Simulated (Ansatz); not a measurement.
Ta3AsAu2O13:

```xyz
19
Lattice="6.8007 -1.9216 -0.0262 6.8007 1.9216 -0.0262 -1.7223 0.0000 10.3729" Properties=species:S:1:pos:R:3 pbc="T T T"
Ta    2.9718    0.0000    6.5236
Ta    4.8678    0.0000    0.0213
Ta    7.0062    0.0000   10.3228
As    8.9252    0.0000    3.7233
Au    7.0966    0.0000    6.5221
Au    4.8091    0.0000    3.7731
O     3.2720    0.0000    8.3381
O     4.7052    0.0000    5.7491
O     9.6078    0.0000    6.1194
O     8.6255    0.0000    2.0474
O     7.2888    0.0000    4.4798
O     2.2695    0.0000    4.2576
O     6.9552    0.0000    8.4957
O     0.8547    0.0000    6.6412
O     4.9002    0.0000    1.8415
O    10.8759    0.0000    3.6718
O     6.8030    0.0000    0.0005
O     9.3446    0.0000   10.2506
O     2.5337    0.0000    0.0790
```

The cell was built by a generator and needn't be a form met in nature.

Base run:

```yaml
Program: Ansatz 0.2.0
Functional: PBE
Potentials_or_basis: PseudoDojo standard (PBE files)
Cutoff: 1143 eV
Density_cutoff: 4572 eV
k_mesh: 7 × 7 × 3
Occupations: fermi-dirac, width 0.05 eV
Spin: no spin polarisation
```

Its results: band gap on the k mesh none (metal or under the smearing width); pressure -0.7 GPa; largest force 0.122 eV/Å.

**Question.** The run is repeated on the same cell with these changes: functional from PBE to BLYP; potentials or basis from PseudoDojo standard (PBE files) to Ansatz PAW; cutoff from 1143 eV to 420 eV (not typed: the program's choice for these potentials). What comes out?

**Answer.** Band gap on the k mesh none (metal or under the smearing width); pressure 4.9 GPa; largest force 0.388 eV/Å.

Caveats: spin-orbit coupling is left out, which moves the levels of the heavy elements (some runs); the PAW data sets come from PBE, with cores solved anew for the run's functional, which leaves a small shift of forces and pressure (some runs).
